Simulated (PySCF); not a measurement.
# C6H8SSi: magnetic properties

What do calculations give for the magnetic properties of C6H8SSi (`CC(=S)C1=CC=C[SiH2]1`)?

Programs: PySCF 2.14.0, with routines of our own; each step states its level. All values are computed. Atoms count from 0.

### Step 1. The system as given

16 atoms, charge 0, multiplicity 1; geometry from: GFN2-xTB.

### Step 2. Magnetic properties: GIAO KT3/pcSseg-1

What the job is given:

```
{"job": {"kind": "mag", "xc": "KT3", "basis": "pcSseg-1", "isotopologues": 2}, "charge": 0, "multiplicity": 1}
C     -2.548247    -0.123512    -0.463676
C     -1.494006     0.118386     0.567057
S     -1.913215     0.478481     2.119644
C     -0.115671     0.045458     0.240983
C      0.420414    -0.236635    -0.976540
C      1.860165    -0.247556    -1.041069
C      2.510223     0.020951     0.104020
Si     1.273108     0.342346     1.500069
H     -2.447556     0.591775    -1.280433
H     -3.536213    -0.021930    -0.022318
H     -2.445008    -1.126018    -0.879920
H     -0.160289    -0.445008    -1.864375
H      2.350176    -0.464809    -1.980560
H      3.585470     0.036536     0.158195
H      1.330003    -0.676983     2.541797
H      1.323048     1.717463     1.983810
```

Method: GIAO KT3/pcSseg-1 magnetisability, rotational g tensor and spin-rotation constants, non-relativistic, gas phase.

On the command line:

```sh
$ OMP_NUM_THREADS=1 python excited_run.py task.json out
```

The driver reads the jobs from task.json and runs them one after another.

What it wrote:

```text
coarse grid: 14728 points
cycle   1  E = -929.9142463557  dE =  9.128e-01  |g| = 5.386e-01  |ddm| = 4.105e+00
cycle   2  E = -929.8312052835  dE =  8.304e-02  |g| = 7.483e-01  |ddm| = 1.580e+00
cycle   3  E = -929.9808903798  dE = -1.497e-01  |g| = 2.214e-01  |ddm| = 1.098e+00
cycle   4  E = -929.9947856319  dE = -1.390e-02  |g| = 9.332e-02  |ddm| = 3.890e-01
cycle   5  E = -929.9976382479  dE = -2.853e-03  |g| = 3.268e-02  |ddm| = 1.741e-01
cycle   6  E = -929.9979752273  dE = -3.370e-04  |g| = 1.287e-02  |ddm| = 5.761e-02
cycle   7  E = -929.9980221333  dE = -4.691e-05  |g| = 5.836e-03  |ddm| = 1.903e-02
cycle   8  E = -929.9980314329  dE = -9.300e-06  |g| = 1.537e-03  |ddm| = 7.510e-03
final grid: 133896 points
cycle   9  E = -930.0402016293  dE = -2.198e-04  |g| = 1.444e-02  |ddm| = 8.389e-02
cycle  10  E = -930.0400533418  dE =  1.483e-04  |g| = 2.479e-02  |ddm| = 4.110e-02
cycle  11  E = -930.0401882853  dE = -1.349e-04  |g| = 1.119e-02  |ddm| = 4.654e-02
cycle  12  E = -930.0402250587  dE = -3.677e-05  |g| = 3.657e-03  |ddm| = 1.835e-02
cycle  13  E = -930.0402292421  dE = -4.183e-06  |g| = 1.210e-03  |ddm| = 5.755e-03
cycle  14  E = -930.0402297311  dE = -4.890e-07  |g| = 2.811e-04  |ddm| = 1.677e-03
cycle  15  E = -930.0402297522  dE = -2.108e-08  |g| = 1.044e-04  |ddm| = 4.176e-04
cycle  16  E = -930.0402297555  dE = -3.337e-09  |g| = 3.129e-05  |ddm| = 1.556e-04
cycle  17  E = -930.0402297558  dE = -2.624e-10  |g| = 7.595e-06  |ddm| = 4.297e-05
converged SCF energy = -930.0402297558

Magnetisability tensor (1e-30 J/T^2)
    -1022.77      -14.12      -65.36
      -14.12    -1436.03      147.14
      -65.36      147.14     -837.90
isotropic -1098.90   principal values   -1470.27  -1041.56   -784.87
isotropic susceptibility -66.177 1e-6 cm^3/mol

Inertial axes            a          b          c
rot. const./GHz      2.6556     1.0942     0.7860
chi total           -57.933    -52.057    -88.542
chi diamagnetic    -589.297  -1187.440  -1624.087
chi paramagnetic    531.363   1135.382   1535.546
quadrupole/D A       -2.101      6.313     -4.212
g nuclear            0.6009     0.5525     0.5605
g electronic        -0.6629    -0.5836    -0.5670
g total             -0.0620    -0.0311    -0.0066

Spin-rotation constants (kHz, H = +C I.J)
atom  isotope        aa         bb         cc
  8     1H       -0.266     -0.059     -0.011
  9     1H        0.145     -0.113     -0.090
 10     1H       -0.266     -0.059     -0.011
 11     1H       -0.185      0.096     -0.100
 12     1H        0.073     -0.007     -0.088
 13     1H        0.236     -0.076     -0.098
 14     1H       -0.245     -0.051      0.004
 15     1H       -0.245     -0.051      0.004
  0    13C*       0.475      0.159      0.142
  1    13C*       1.715      0.637      0.120
  2    33S*       2.137      1.117      0.236
  3    13C*       1.183      0.442      0.157
  4    13C*       1.188      0.383      0.129
  5    13C*       1.294      0.383      0.134
  6    13C*       1.238      0.443      0.098
  7   29Si*      -1.343     -0.598     -0.467
* in the singly substituted isotopologue

Isotopologues: g along a, b, c
2H    at 8,9,10,11,12,1    -0.0518    -0.0285    -0.0060
13C   at 0                 -0.0608    -0.0309    -0.0065
```

Run time: 66 s. Hardware: 1 thread of Intel Xeon Platinum 8488C, shared host; peak memory 0.74 GiB.

From this job:

```tsv
quantity	value
magnetisability	-1099·10⁻³⁰ J/T²
molar susceptibility	-66.2·10⁻⁶ cm³/mol
rotational g (a, b, c)	-0.0620, -0.0311, -0.0066
```

Orbitals, density, ELF and potential are computed afterwards from the orbital file.

Frontier orbitals at KT3/pcSseg-1, with the share of their density that lies nearest to each atom:

```tsv
orbital	energy (eV)	lies on
HOMO	-5.15	S2 82 %
LUMO	-3.60	S2 24 %; C1, C4, C6 about 16 % each; C3 8 %
```

ELF in a plane through or near 12 of the atoms.

Values, 10 rows by 14 columns:
```
0.00 0.00 0.00 0.00 0.00 0.00 0.00 0.00 0.00 0.00 0.00 0.00 0.00 0.00
0.00 0.00 0.00 0.00 0.00 0.01 0.00 0.22 0.45 0.30 0.21 0.01 0.00 0.00
0.00 0.00 0.00 0.01 0.11 0.27 0.08 0.68 0.91 0.67 0.90 0.38 0.00 0.00
0.00 0.00 0.00 0.03 0.23 0.22 0.15 0.10 0.61 0.39 0.72 0.05 0.00 0.00
0.00 0.00 0.26 0.34 0.89 0.16 0.87 0.63 0.29 0.61 0.50 0.98 0.09 0.00
0.00 0.00 0.99 1.00 0.79 0.48 0.54 0.50 0.43 0.45 0.31 0.97 0.16 0.00
0.00 0.00 0.31 0.23 0.56 0.69 0.41 0.70 0.12 0.41 0.42 0.05 0.00 0.00
0.00 0.00 0.00 0.09 0.99 0.97 0.16 1.00 0.90 0.01 0.02 0.00 0.00 0.00
0.00 0.00 0.00 0.02 0.90 0.72 0.00 0.18 0.05 0.00 0.00 0.00 0.00 0.00
0.00 0.00 0.00 0.00 0.00 0.00 0.00 0.00 0.00 0.00 0.00 0.00 0.00 0.00
```
The map spans 12.4 Å across and 9.8 Å up, centred on the molecule. Atoms in the plane (x, y in Å): C0 (2.6, -0.3), C1 (1.4, 0.7), S2 (1.7, 2.3), C3 (0.1, 0.2), C4 (-0.3, -1.1), C5 (-1.7, -1.3), C6 (-2.5, -0.2), Si7 (-1.4, 1.4), H9 (3.5, 0.3), H11 (0.3, -1.9), H12 (-2.1, -2.3), H13 (-3.6, -0.2).

log10 of the density (e/Å³) in the same plane.

Ten even steps from ' ' (-4.0) to '@' (2.2):
```
                              ..........                
                  ..........::::----::::::..            
              ....::::::::::----======----::..          
            ..::::----------====++++++++==--::..        
          ..::::--============++********++==--..        
          ..::--==++++++++==++****@@##**++==--::        
        ..::--====++##**++++==++**##****++==--::..      
      ..::----==++**%%%%**++++++******++======--..      
      ::--====++****************####**++++++++==::..    
    ..::==++****##****++**##@@****************==--..    
    ..--==******%%##**++********++****@@****++==::..    
    ..::==++++****##******##**++==++******++==--::..    
      ::--====++**##@@**##%%**++====++++++==--::..      
        ::::--==****************==--======--::..        
        ..::--==******++++++**++==------::::....        
          ..::==++++++----======--::........            
          ..::----==--::::::::::::..                    
              ..::::::..........                        
                                                        
                                                        
```
The map spans 12.4 Å across and 9.8 Å up, centred on the molecule. Atoms in the plane (x, y in Å): C0 (2.6, -0.3), C1 (1.4, 0.7), S2 (1.7, 2.3), C3 (0.1, 0.2), C4 (-0.3, -1.1), C5 (-1.7, -1.3), C6 (-2.5, -0.2), Si7 (-1.4, 1.4), H9 (3.5, 0.3), H11 (0.3, -1.9), H12 (-2.1, -2.3), H13 (-3.6, -0.2).

On the surface of density 0.002 e/bohr³ the electrostatic potential runs, from the 1st to the 99th percentile, from -1.09 V near S2 to 1.17 V near H11.

### Step 3. Summary of results

| quantity | value |
| --- | --- |
| magnetisability (step 2, GIAO KT3/pcSseg-1) | -1099·10⁻³⁰ J/T² |
| molar susceptibility (step 2, GIAO KT3/pcSseg-1) | -66.2·10⁻⁶ cm³/mol |
| rotational g (a, b, c) (step 2, GIAO KT3/pcSseg-1) | -0.0620, -0.0311, -0.0066 |
| surface potential, 1st and 99th percentile | -1.09 V and 1.17 V |

What this shows: At KT3/pcSseg-1, counted by nearest atom on the grid, the HOMO lies on S2 82 %, the LUMO on S2 24 %; C1, C4, C6 about 16 % each. Vibrational averaging and real surroundings are missing from these values.
